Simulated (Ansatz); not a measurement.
# FeSb: the cost of one run

Computed with Ansatz 0.2.0 (DFT PBEsol, scalar-relativistic, plane waves, PAW, unless a step's input says otherwise).

### Step 1. Starting point

It takes space group Fm-3m (No. 225, cubic). Conventional cell: a = 5.266 Å, b = 5.266 Å, c = 5.266 Å, α = 90.00°, β = 90.00°, γ = 90.00°. Fe (site symmetry m-3m) is surrounded by 6 Sb at 2.63 Å. Sb (site symmetry m-3m) is surrounded by 6 Fe at 2.63 Å.

Structure file:

```cif
data_structure
_symmetry_space_group_name_H-M 'Fm-3m'
_symmetry_Int_Tables_number 225
_cell_length_a 5.2663
_cell_length_b 5.2663
_cell_length_c 5.2663
_cell_angle_alpha 90.000
_cell_angle_beta 90.000
_cell_angle_gamma 90.000
_cell_volume 146.05
loop_
_atom_site_label
_atom_site_type_symbol
_atom_site_symmetry_multiplicity
_atom_site_Wyckoff_symbol
_atom_site_fract_x
_atom_site_fract_y
_atom_site_fract_z
_atom_site_occupancy
Fe1 Fe 4 b 0.50000 0.00000 0.00000 1
Sb1 Sb 4 a 0.00000 0.00000 0.00000 1
```

This cell comes from an earlier session at PBEsol: 18.257 Å³/atom at 0.00 GPa, on a 10×10×10 mesh.

The changes: atom 1 (Fe) moved 0.02 Å along x; strain e6 = -0.02, atoms carried along.

### Step 2. Atom 1 (Fe) moved 0.02 Å along x

Contents of input.yaml:

```yaml
crystal:
  lattice:
    - [0.0, 2.6331319898, 2.6331319898]
    - [2.6331319898, 0.0, 2.6331319898]
    - [2.6331319898, 2.6331319898, 0.0]
  atoms:
    - { symbol: Fe, position: [0.4962022413, 0.5037977587, 0.5037977587], spin: 2.55 }
    - { symbol: Sb, position: [0.0, 0.0, 0.0] }
basis:
  ecutwfc: 420
  ecutrho_ratio: 4
kpoints:
  mp_grid: { grid: [10, 10, 10] }
hamiltonian:
  xc: pbesol
scf:
  occupations: { method: gaussian, width: 0.05 }
  lower_state_search: "off"
output:
  forces: true
  stress: true
  eigenvalues: true
  populations: true
magnetization:
  spin_polarized: true
checkpoint:
  read: start.run
  write: ck
  compress: false
  write_wavefunctions: false
  write_every: 100000
```

start.run holds the converged state of the cell before the atoms were moved.

Q: Estimate wall time and peak memory on 4 threads of an Arm CPU, shared host.

About 8.4 s, with a peak of 0.48 GiB.
